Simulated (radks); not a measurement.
# Nd⁴⁺ in [Xe] 5d2: an all-electron calculation

One table from this session's results is given with a row withheld; the runs are named, their logs left out.

The numbers are computed with radks (a radial shooting solver on a logarithmic mesh, Libxc functionals) version 1 (scalar-relativistic Kohn-Sham, LDA (Slater exchange, Perdew-Zunger correlation), spin-unpolarised, spherical densities, finite nucleus), except any that are marked as measured or tabulated.

### What is computed

- element: neodymium (Z = 60)
- charge: +4
- electrons: 56
- configuration: [Xe] 5d2
- nuclear rms radius: 4.9123 fm

The outer shells:

Nd⁴⁺
```
[Xe] core
5d [↑ ][↑ ][  ][  ][  ]
```

Set-up of the first run:

Input:

```text
Z 60
configuration [Xe] 5d2 6s0 4f0 6p0 6d0
relativity scalar-relativistic
functional lda,pz
spin unpolarised
nucleus finite rms 4.9123 fm
c 137.035999084
```

On the command line:

```bash
python run_ks.py task.json out
```

All runs below come from this command, one after another.

One table of the session follows, with a row left open; its other results are not shown here.

It belongs to the step «Shells». Radial moments (bohr):

| level | <r> | outermost maximum (interpolated) | 90 % within | nodes |
| --- | --- | --- | --- | --- |
| 1s | 0.02365 | 0.0151 | 0.0427 | 0 |
| 2s | 0.1011 | 0.0856 | 0.156 | 1 |
| 2p | 0.08885 | 0.0689 | 0.145 | 0 |
| 3s | 0.2668 | 0.244 | 0.391 | 2 |
| 3p | 0.2648 | 0.239 | 0.396 | 1 |
| 3d | 0.2420 | 0.196 | 0.378 | 0 |
| 4s | 0.6013 | 0.563 | 0.862 | 3 |
| 4p | 0.6337 | 0.586 | 0.919 | 2 |
| 4d | 0.6852 | 0.610 | 1.02 | 1 |
| 5s | 1.346 | 1.25 | 1.91 | 4 |
| 5p | 1.507 | 1.37 | 2.16 | 3 |
| 4f | 0.8160 | 0.610 | 1.32 | 0 |
| 5d | 1.917 | 1.69 | 2.81 | 2 |
| 6s | 2.862 | 2.72 | 4.01 | 5 |
| 6p | ? | ? | ? | ? |
| 6d | 4.192 | 4.02 | 5.93 | 3 |

Q: Estimate the row for 6p from the others.

**Answer.** <r>: 3.257; outermost maximum (interpolated): 3.09; 90 % within: 4.57; nodes: 4. In the column «<r>» it lies between 6s (2.862) and 6d (4.192).
